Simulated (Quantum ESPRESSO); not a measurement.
# C (Fd-3m) in Quantum ESPRESSO: phonon dispersion with LDA

Aim: the phonon dispersion of C with LDA.

Everything below comes from runs of Quantum ESPRESSO 7.5. Logs are shortened: lines on timing, memory, paths and dates and some standing lists are left out, and cuts for length are marked.

### Step 1. The structure

It takes space group Fd-3m (No. 227, cubic). The conventional cell has a = 3.570 Å, b = 3.570 Å, c = 3.570 Å, α = 90.00°, β = 90.00°, γ = 90.00°. Around C (site symmetry -43m) lie 4 C at 1.55 Å.

The cell was built by a generator and needn't be a form met in nature.

### Step 2. Phonon dispersion, LDA

pw.in

```
&CONTROL
  calculation = 'scf'
  prefix = 'pwscf'
  outdir = './tmp'
  pseudo_dir = './pseudo'
  tprnfor = .true.
  tstress = .true.
  disk_io = 'low'
/
&SYSTEM
  ibrav = 0
  nat = 2
  ntyp = 1
  ecutwfc = 82
  nbnd = 9
  occupations = 'smearing'
  smearing = 'fd'
  degauss = 0.00367493
/
&ELECTRONS
  conv_thr = 4d-10
  electron_maxstep = 120
  mixing_beta = 0.5
/
ATOMIC_SPECIES
C     12.0110 C.upf
CELL_PARAMETERS angstrom
   0.0000000000    1.7850000000    1.7850000000
   1.7850000000    0.0000000000    1.7850000000
   1.7850000000    1.7850000000    0.0000000000
ATOMIC_POSITIONS crystal
C      0.0000000000    0.0000000000    0.0000000000
C      0.2500000000    0.2500000000    0.2500000000
K_POINTS automatic
8 8 8 0 0 0
```

scf2.in

```
&CONTROL
  calculation = 'scf'
  prefix = 'pwscf'
  outdir = './tmp'
  pseudo_dir = './pseudo'
  tprnfor = .true.
  tstress = .true.
  disk_io = 'low'
/
&SYSTEM
  ibrav = 0
  nat = 2
  ntyp = 1
  ecutwfc = 82
  nbnd = 9
  occupations = 'fixed'
/
&ELECTRONS
  conv_thr = 1d-13
  electron_maxstep = 120
  mixing_beta = 0.5
  startingpot = 'file'
  startingwfc = 'file'
/
ATOMIC_SPECIES
C     12.0110 C.upf
CELL_PARAMETERS angstrom
   0.0000000000    1.7850000000    1.7850000000
   1.7850000000    0.0000000000    1.7850000000
   1.7850000000    1.7850000000    0.0000000000
ATOMIC_POSITIONS crystal
C      0.0000000000    0.0000000000    0.0000000000
C      0.2500000000    0.2500000000    0.2500000000
K_POINTS automatic
8 8 8 0 0 0
```

ph.in

```
phonon_bands of C
&INPUTPH
  prefix = 'pwscf'
  outdir = './tmp'
  tr2_ph = 1d-18
  fildyn = 'dyn'
  niter_ph = 90
  alpha_mix(1) = 0.7
  epsil = .true.
  ldisp = .true.
  nq1 = 4
  nq2 = 4
  nq3 = 4
/
```

q2r.in

```
&INPUT
  fildyn = 'dyn'
  zasr = 'crystal'
  flfrc = 'fc'
/
```

matdyn.in

```
&INPUT
  asr = 'crystal'
  flfrc = 'fc'
  flfrq = 'freq'
  q_in_cryst_coord = .true.
  flvec = ' '
/
80
 0.0000000000  0.0000000000  0.0000000000
 0.0454545455  0.0000000000  0.0454545455
 0.0909090909  0.0000000000  0.0909090909
 0.1363636364  0.0000000000  0.1363636364
 0.1818181818  0.0000000000  0.1818181818
 0.2272727273  0.0000000000  0.2272727273
 0.2727272727  0.0000000000  0.2727272727
 0.3181818182  0.0000000000  0.3181818182
 0.3636363636  0.0000000000  0.3636363636
 0.4090909091  0.0000000000  0.4090909091
 0.4545454545  0.0000000000  0.4545454545
 0.5000000000  0.0000000000  0.5000000000
 0.5000000000  0.0500000000  0.5500000000
 0.5000000000  0.1000000000  0.6000000000
 0.5000000000  0.1500000000  0.6500000000
 0.5000000000  0.2000000000  0.7000000000
 0.5000000000  0.2500000000  0.7500000000
 0.4687500000  0.2812500000  0.7500000000
 0.4375000000  0.3125000000  0.7500000000
 0.4062500000  0.3437500000  0.7500000000
 0.3750000000  0.3750000000  0.7500000000
 0.3461538462  0.3461538462  0.6923076923
 0.3173076923  0.3173076923  0.6346153846
 0.2884615385  0.2884615385  0.5769230769
 0.2596153846  0.2596153846  0.5192307692
 0.2307692308  0.2307692308  0.4615384615
 0.2019230769  0.2019230769  0.4038461538
 0.1730769231  0.1730769231  0.3461538462
 0.1442307692  0.1442307692  0.2884615385
 0.1153846154  0.1153846154  0.2307692308
 0.0865384615  0.0865384615  0.1730769231
 0.0576923077  0.0576923077  0.1153846154
 0.0288461538  0.0288461538  0.0576923077
 0.0000000000  0.0000000000  0.0000000000
 0.0454545455  0.0454545455  0.0454545455
 0.0909090909  0.0909090909  0.0909090909
 0.1363636364  0.1363636364  0.1363636364
 0.1818181818  0.1818181818  0.1818181818
 0.2272727273  0.2272727273  0.2272727273
 0.2727272727  0.2727272727  0.2727272727
 0.3181818182  0.3181818182  0.3181818182
 0.3636363636  0.3636363636  0.3636363636
 0.4090909091  0.4090909091  0.4090909091
 0.4545454545  0.4545454545  0.4545454545
 0.5000000000  0.5000000000  0.5000000000
 0.5178571429  0.4642857143  0.5178571429
 0.5357142857  0.4285714286  0.5357142857
 0.5535714286  0.3928571429  0.5535714286
 0.5714285714  0.3571428571  0.5714285714
 0.5892857143  0.3214285714  0.5892857143
 0.6071428571  0.2857142857  0.6071428571
 0.6250000000  0.2500000000  0.6250000000
 0.5937500000  0.2500000000  0.6562500000
 0.5625000000  0.2500000000  0.6875000000
 0.5312500000  0.2500000000  0.7187500000
 0.5000000000  0.2500000000  0.7500000000
 0.5000000000  0.2750000000  0.7250000000
 0.5000000000  0.3000000000  0.7000000000
 0.5000000000  0.3250000000  0.6750000000
 0.5000000000  0.3500000000  0.6500000000
 0.5000000000  0.3750000000  0.6250000000
 0.5000000000  0.4000000000  0.6000000000
 0.5000000000  0.4250000000  0.5750000000
 0.5000000000  0.4500000000  0.5500000000
 0.5000000000  0.4750000000  0.5250000000
 0.5000000000  0.5000000000  0.5000000000
 0.4861111111  0.4861111111  0.5277777778
 0.4722222222  0.4722222222  0.5555555556
 0.4583333333  0.4583333333  0.5833333333
 0.4444444444  0.4444444444  0.6111111111
 0.4305555556  0.4305555556  0.6388888889
 0.4166666667  0.4166666667  0.6666666667
 0.4027777778  0.4027777778  0.6944444444
 0.3888888889  0.3888888889  0.7222222222
 0.3750000000  0.3750000000  0.7500000000
 0.6250000000  0.2500000000  0.6250000000
 0.5937500000  0.1875000000  0.5937500000
 0.5625000000  0.1250000000  0.5625000000
 0.5312500000  0.0625000000  0.5312500000
 0.5000000000  0.0000000000  0.5000000000
```

matdyn_dos.in

```
&INPUT
  asr = 'crystal'
  flfrc = 'fc'
  dos = .true.
  fldos = 'phdos'
  nk1 = 12
  nk2 = 12
  nk3 = 12
  deltaE = 3
  flvec = ' '
  flfrq = ' '
/
```

matdyn_mesh.in

```
&INPUT
  asr = 'crystal'
  flfrc = 'fc'
  flfrq = 'mesh'
  q_in_cryst_coord = .true.
  flvec = ' '
/
1000
 0.05000000  0.05000000  0.05000000
 0.05000000  0.05000000  0.15000000
 0.05000000  0.05000000  0.25000000
[... 997 further points of the even 10 x 10 x 10 mesh, shifted by half a step ...]
```

Potentials or basis: PseudoDojo 0.4.1 SR LDA standard.

The run is started by

```
OMP_NUM_THREADS=1 pw.x -in pw.in > pw.out
OMP_NUM_THREADS=1 pw.x -in scf2.in > scf2.out
OMP_NUM_THREADS=1 ph.x -in ph.in > ph.out
OMP_NUM_THREADS=1 q2r.x -in q2r.in > q2r.out
OMP_NUM_THREADS=1 matdyn.x -in matdyn.in > matdyn.out
OMP_NUM_THREADS=1 matdyn.x -in matdyn_dos.in > matdyn_dos.out
OMP_NUM_THREADS=1 matdyn.x -in matdyn_mesh.in > matdyn_mesh.out
```

pw.out:

```text
This program is part of the open-source Quantum ESPRESSO suite
     for quantum simulation of materials; please cite
[... 9 lines left out ...]
     --------------------
     sticks:   dense  smooth     PW     G-vecs:    dense   smooth      PW
     Sum         511     511    163                 7727     7727    1411

     Using Slab Decomposition

     bravais-lattice index     =            0
     lattice parameter (alat)  =       4.7704  a.u.
     unit-cell volume          =      76.7611 (a.u.)^3
     number of atoms/cell      =            2
     number of atomic types    =            1
     number of electrons       =         8.00
     number of Kohn-Sham states=            9
     kinetic-energy cutoff     =      82.0000  Ry
     charge density cutoff     =     328.0000  Ry
     scf convergence threshold =      4.0E-10
     mixing beta               =       0.5000
     number of iterations used =            8  plain     mixing
     Exchange-correlation= SLA  PW   NOGX NOGC
                           (   1   4   0   0   0   0   0)

     celldm(1)=   4.770370  celldm(2)=   0.000000  celldm(3)=   0.000000
     celldm(4)=   0.000000  celldm(5)=   0.000000  celldm(6)=   0.000000

     crystal axes: (cart. coord. in units of alat)
               a(1) = (   0.000000   0.707107   0.707107 )
               a(2) = (   0.707107   0.000000   0.707107 )
               a(3) = (   0.707107   0.707107   0.000000 )

     reciprocal axes: (cart. coord. in units 2 pi/alat)
               b(1) = ( -0.707107  0.707107  0.707107 )
               b(2) = (  0.707107 -0.707107  0.707107 )
               b(3) = (  0.707107  0.707107 -0.707107 )

     PseudoPot. # 1 for C  read from file:
     C.upf
     Pseudo is Norm-conserving + core correction, Zval =  4.0
     Generated using ONCVPSP code by D. R. Hamann
     Using radial grid of 1234 points,  4 beta functions with:
                l(1) =   0
                l(2) =   0
                l(3) =   1
                l(4) =   1

     atomic species   valence    mass     pseudopotential
     C                 4.00    12.01100     C ( 1.00)

     48 Sym. Ops., with inversion, found (24 have fractional translation)

   Cartesian axes

     site n.     atom                  positions (alat units)
         1        C      tau(   1) = (   0.0000000   0.0000000   0.0000000  )
         2        C      tau(   2) = (   0.3535534   0.3535534   0.3535534  )

     number of k points=    29  Fermi-Dirac smearing, width (Ry)=  0.0037
                       cart. coord. in units 2pi/alat
        k(    1) = (   0.0000000   0.0000000   0.0000000), wk =   0.0039062
        k(    2) = (   0.0883883   0.0883883  -0.0883883), wk =   0.0312500
        k(    3) = (   0.1767767   0.1767767  -0.1767767), wk =   0.0312500
        k(    4) = (   0.2651650   0.2651650  -0.2651650), wk =   0.0312500
        k(    5) = (  -0.3535534  -0.3535534   0.3535534), wk =   0.0156250
        k(    6) = (   0.1767767   0.0000000   0.0000000), wk =   0.0234375
[... 21 lines left out ...]
        k(   28) = (  -0.7071068   0.1767767  -0.0000000), wk =   0.0468750
        k(   29) = (  -0.7071068   0.3535534   0.0000000), wk =   0.0234375

     Dense  grid:     7727 G-vectors     FFT dimensions: (  32,  32,  32)

     Initial potential from superposition of free atoms

     starting charge       7.9999, renormalised to       8.0000
     Starting wfcs are    8 randomized atomic wfcs +    1 random wfcs

     Self-consistent Calculation

     iteration #  1     ecut=    82.00 Ry     beta= 0.50
     Davidson diagonalization with overlap
     ethr =  1.00E-02,  avg # of iterations =  4.6

     total energy              =     -24.12883784 Ry
     estimated scf accuracy    <       0.12200321 Ry

     iteration #  2     ecut=    82.00 Ry     beta= 0.50
     Davidson diagonalization with overlap
     ethr =  1.53E-03,  avg # of iterations =  1.3

     total energy              =     -24.12646330 Ry
     estimated scf accuracy    <       0.01601498 Ry

     iteration #  3     ecut=    82.00 Ry     beta= 0.50
     Davidson diagonalization with overlap
     ethr =  2.00E-04,  avg # of iterations =  2.2
[... 50 lines left out ...]
     total energy              =     -24.12831963 Ry
     estimated scf accuracy    <          1.2E-09 Ry

     iteration # 11     ecut=    82.00 Ry     beta= 0.50
     Davidson diagonalization with overlap
     ethr =  1.50E-11,  avg # of iterations =  1.2

     total energy              =     -24.12831963 Ry
     estimated scf accuracy    <          1.4E-09 Ry

     iteration # 12     ecut=    82.00 Ry     beta= 0.50
     Davidson diagonalization with overlap
     ethr =  1.50E-11,  avg # of iterations =  1.9

     End of self-consistent calculation

          k = 0.0000 0.0000 0.0000 (   941 PWs)   bands (ev):

    -8.2325  13.0791  13.0791  13.0791  18.6309  18.6309  18.6309  26.5347
    32.0366

          k = 0.0884 0.0884-0.0884 (   950 PWs)   bands (ev):

    -7.8018  10.6887  12.4268  12.4268  19.4832  19.4832  19.9284  26.8341
    32.6632

          k = 0.1768 0.1768-0.1768 (   947 PWs)   bands (ev):

    -6.5217   6.5413  11.3339  11.3339  20.8149  20.8149  21.2719  27.5961
    33.4286

          k = 0.2652 0.2652-0.2652 (   950 PWs)   bands (ev):

    -4.4533   2.4711  10.5520  10.5520  21.4139  21.4139  21.9008  28.2683
    33.8908

          k =-0.3536-0.3536 0.3536 (   960 PWs)   bands (ev):

    -2.4054  -0.2784  10.2797  10.2797  21.4917  21.4917  22.0799  28.4545
    34.5524

          k = 0.1768 0.0000 0.0000 (   945 PWs)   bands (ev):

    -7.6584  11.3537  11.3537  11.7959  18.2323  20.8282  20.8282  26.4415
    32.9465

          k = 0.2652 0.0884-0.0884 (   955 PWs)   bands (ev):

    -6.6619   8.0384  10.2037  11.0761  18.8899  22.3848  22.4283  25.8975
    33.2639

          k = 0.3536 0.1768-0.1768 (   964 PWs)   bands (ev):

    -4.8511   4.0315   9.5561   9.9097  20.0553  23.0959  23.1841  26.4187
    33.8596

          k =-0.2652-0.4419 0.4419 (   962 PWs)   bands (ev):

    -2.4890   0.5696   8.9561   9.5552  20.6642  22.8317  23.4321  28.0139
    33.2719

          k =-0.1768-0.3536 0.3536 (   958 PWs)   bands (ev):

    -3.2782   1.5914   8.5226  10.1712  21.2546  22.1869  23.3185  28.2230
    33.2397

          k =-0.0884-0.2652 0.2652 (   960 PWs)   bands (ev):

    -5.5411   5.3780   8.7346  11.2408  21.1447  21.7073  22.6697  27.1120
    33.7104

          k = 0.0000-0.1768 0.1768 (   953 PWs)   bands (ev):

    -7.0880   9.1455   9.8317  12.3224  19.7812  21.0918  21.2288  26.8485
    33.3968

          k = 0.3536 0.0000 0.0000 (   982 PWs)   bands (ev):

    -5.9547   8.6681   8.9562   8.9562  17.5149  23.2949  24.5568  24.5568
    33.1632

          k = 0.4419 0.0884-0.0884 (   968 PWs)   bands (ev):

    -4.4269   5.6565   7.8868   8.2257  18.2417  22.3675  25.8379  25.8944
    34.2974

          k =-0.1768-0.5303 0.5303 (   963 PWs)   bands (ev):

    -2.2097   2.3781   6.3753   8.2011  19.1372  24.4230  25.7713  26.3430
    33.0803

          k =-0.0884-0.4419 0.4419 (   965 PWs)   bands (ev):

    -1.4923   1.5554   5.3715   8.8754  19.8993  24.7517  26.3064  27.7011
    30.5500

          k = 0.0000-0.3536 0.3536 (   975 PWs)   bands (ev):

    -3.7700   4.4832   5.4784  10.0677  20.9833  23.0070  25.3516  26.9116
    32.3974

          k = 0.5303-0.0000 0.0000 (   970 PWs)   bands (ev):

    -3.1907   4.6324   7.3372   7.3372  17.2137  19.7809  28.0146  28.0146
    34.7528

          k =-0.0884-0.6187 0.6187 (   967 PWs)   bands (ev):

    -1.2277   2.5610   5.7243   7.1545  18.0445  20.0558  28.5336  28.8047
    34.5795

          k = 0.0000-0.5303 0.5303 (   967 PWs)   bands (ev):

     0.3021   1.4836   3.7218   7.7133  18.7371  23.7529  27.2844  28.5485
    31.5694

          k =-0.7071 0.0000 0.0000 (   982 PWs)   bands (ev):

     0.4627   0.4627   6.7771   6.7771  17.8311  17.8311  29.6458  29.6458
    35.9299

          k = 0.3536 0.1768 0.0000 (   961 PWs)   bands (ev):

    -5.3987   6.6543   7.5835  10.2054  19.6222  23.0572  24.5561  24.7997
    33.7018

          k =-0.2652-0.4419 0.6187 (   960 PWs)   bands (ev):

    -3.3703   3.3116   6.8360   9.0015  20.9950  22.6686  25.4411  26.2983
    32.9454

          k =-0.1768-0.3536 0.5303 (   960 PWs)   bands (ev):

    -1.4045   0.7503   6.8137   8.3857  21.2890  22.5418  26.0808  27.7587
    31.1920

          k =-0.1768-0.5303 0.7071 (   952 PWs)   bands (ev):

    -2.6785   4.2118   6.0871   7.1275  19.3821  21.6176  25.9952  28.0235
    34.4113

          k =-0.0884-0.4419 0.6187 (   962 PWs)   bands (ev):

    -0.4626   2.0348   4.6725   6.7196  20.5639  23.8694  25.5748  27.8614
    32.2334

          k = 0.0000-0.3536 0.5303 (   962 PWs)   bands (ev):

    -1.2602   2.8079   4.2004   7.6019  21.3822  23.7669  26.1022  27.4784
    30.9459

          k =-0.7071 0.1768-0.0000 (   968 PWs)   bands (ev):

     0.8122   0.8122   5.7536   5.7536  19.9217  19.9217  28.4653  28.4653
    34.8930

          k =-0.7071 0.3536 0.0000 (   952 PWs)   bands (ev):

     1.2911   1.2911   4.7221   4.7221  23.5600  23.5600  25.3879  25.3879
    34.1069

     the Fermi energy is    15.2600 ev

!    total energy              =     -24.12831963 Ry
     estimated scf accuracy    <          2.8E-11 Ry
     smearing contrib. (-TS)   =       0.00000000 Ry
     internal energy E=F+TS    =     -24.12831963 Ry

     The total energy is F=E-TS. E is the sum of the following terms:
     one-electron contribution =       8.16619876 Ry
     hartree contribution      =       1.91668560 Ry
     xc contribution           =      -8.65986940 Ry
     ewald contribution        =     -25.55133459 Ry

     convergence has been achieved in  12 iterations

     Forces acting on atoms (cartesian axes, Ry/au):

     atom    1 type  1   force =    -0.00000000   -0.00000000    0.00000000
     atom    2 type  1   force =     0.00000000    0.00000000   -0.00000000

     Total force =     0.000000     Total SCF correction =     0.000000

     Computing stress (Cartesian axis) and pressure

          total   stress  (Ry/bohr**3)                   (kbar)     P=     -123.69
  -0.00084085  -0.00000000  -0.00000000         -123.69       -0.00       -0.00
   0.00000000  -0.00084085  -0.00000000            0.00     -123.69       -0.00
  -0.00000000  -0.00000000  -0.00084085           -0.00       -0.00     -123.69

=------------------------------------------------------------------------------=
   JOB DONE.
=------------------------------------------------------------------------------=
```

Wall time 28 min (1 thread of AMD EPYC, shared host); peak memory 0.08 GiB.

Results:

* Free energy: -328.2825 eV
* Pressure: -12.4 GPa
* Band gap on the k mesh: 4.13 eV, indirect (least direct gap 5.55 eV)
* Electronic dielectric tensor (diagonal): 5.80
* Born charges (mean of the diagonal): C -0.01 e
* Highest phonon frequency: 1307 cm⁻¹
* Zero-point energy: 0.179 eV/atom

Phonon frequencies in cm⁻¹ (negative: imaginary):
| q point | frequencies |
| --- | --- |
| (0.000, 0.000, 0.000) | 0 0 0 1286 1286 1286 |
| (0.318, 0.000, 0.318) | 637 637 898 1140 1140 1299 |
| (0.500, 0.150, 0.650) | 851 851 1026 1026 1160 1160 |
| (0.346, 0.346, 0.692) | 733 964 983 1038 1083 1222 |
| (0.144, 0.144, 0.288) | 398 461 607 1231 1243 1290 |
| (0.091, 0.091, 0.091) | 165 165 264 1277 1277 1291 |
| (0.409, 0.409, 0.409) | 530 530 973 1196 1196 1263 |
| (0.589, 0.321, 0.589) | 701 866 998 1096 1104 1221 |
| (0.500, 0.275, 0.725) | 868 938 983 990 1136 1161 |
| (0.500, 0.450, 0.550) | 570 595 1028 1179 1194 1227 |
| (0.431, 0.431, 0.639) | 655 770 1008 1132 1143 1217 |
| (0.562, 0.125, 0.562) | 776 838 1035 1058 1150 1198 |

Electronic dielectric tensor:
```
5.80 0.00 0.00
0.00 5.80 0.00
0.00 0.00 5.80
```

Born effective charge tensors (e):
atom 1, C
```
-0.01  0.00  0.00
 0.00 -0.01  0.00
 0.00  0.00 -0.01
```
atom 2, C
```
-0.01  0.00  0.00
 0.00 -0.01  0.00
 0.00  0.00 -0.01
```

Phonon frequencies at the corners of the path (cm⁻¹, interpolated; i marks imaginary ones):
| point | frequencies |
| --- | --- |
| Γ | 0 0 0 1286 1286 1286 |
| X | 782 782 1054 1054 1188 1188 |
| W | 910 910 986 986 1146 1146 |
| K | 753 962 990 1054 1072 1216 |
| L | 546 546 1034 1191 1191 1243 |
| U | 753 962 990 1054 1072 1216 |

Phonon states per cell in windows of 100 cm⁻¹ (negative: imaginary):
| from (cm⁻¹) | total |
| --- | --- |
| 0 | 0.00 |
| 100 | 0.01 |
| 200 | 0.03 |
| 300 | 0.08 |
| 400 | 0.16 |
| 500 | 0.38 |
| 600 | 0.54 |
| 700 | 0.60 |
| 800 | 0.45 |
| 900 | 0.62 |
| 1000 | 0.45 |
| 1100 | 1.31 |
| 1200 | 1.34 |
| 1300 | 0.01 |

Harmonic thermodynamics per atom at this volume (zero-point energy 178.8 meV, Debye temperature from the second moment 1851 K):
| T (K) | free energy (meV) | entropy (k_B) | heat capacity Cv (k_B) |
| --- | --- | --- | --- |
| 50 | 178.8 | 0.00 | 0.00 |
| 100 | 178.8 | 0.01 | 0.03 |
| 200 | 178.4 | 0.10 | 0.30 |
| 298.15 | 176.8 | 0.30 | 0.76 |
| 500 | 166.5 | 0.92 | 1.66 |
| 800 | 130.2 | 1.87 | 2.33 |

Caveat: the cell is more than 3 GPa from zero pressure, which shifts response properties; on a mesh that holds Γ this program's dielectric tensor can be off by some percent beyond the error of the mesh.
